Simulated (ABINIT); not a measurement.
The system is BiTe.

```xyz
2
Lattice="2.4227 1.3988 3.3173 -2.4227 1.3988 3.3173 0.0000 -2.7975 3.3173" Properties=species:S:1:pos:R:3 pbc="T T T"
Bi    0.0000    0.0000    4.9759
Te    0.0000    0.0000    0.0000
```

The cell comes from a database or a generator and needn't be the stable form of this composition.

- Program: ABINIT 10.8.3 (patched build)
- Task: relaxation of cell and atoms
- Functional: PBEsol
- Potentials or basis: JTH PAW PBE v2.0
- Cutoff: 707 eV
- k mesh: 5 × 5 × 5
- Occupations: fermi-dirac, width 0.05 eV
- Spin: no spin polarisation

At the start: pressure -2.6 GPa; volume 33.72 Å³/atom.

Problem. How do energy, volume and symmetry change on relaxing?

Solution. Over 8 steps the energy falls by 16.7 meV/atom and the volume is 31.67 Å³/atom (-6.1 %); space group R-3m (No. 166, to 0.05 Å).

The path:
| step | energy change (eV) | largest force (eV/Å) | pressure (GPa) | volume (Å³) |
| --- | --- | --- | --- | --- |
| 1 | 0.0000 | 0.0000 | -2.58 | 67.45 |
| 2 | -0.0080 | 0.0000 | -2.22 | 66.92 |
| 3 | -0.0295 | 0.0000 | 0.10 | 63.85 |
| 4 | -0.0301 | 0.0000 | 0.01 | 63.90 |
| 5 | -0.0325 | 0.0000 | -0.37 | 63.61 |
| 6 | -0.0332 | 0.0000 | -0.09 | 63.52 |
| 7 | -0.0333 | 0.0000 | -0.03 | 63.40 |
| 8 | -0.0333 | 0.0000 | 0.00 | 63.34 |

Final structure:
```
CELL_PARAMETERS angstrom
2.40639 1.38933 3.15774
-2.40639 1.38933 3.15774
0.00000 -2.77866 3.15774
ATOMIC_POSITIONS crystal
Bi 0.50000 0.50000 0.50000
Te 0.00000 0.00000 0.00000
```

Caveat: the PAW data sets were made with another functional, which shifts forces and pressure a little.
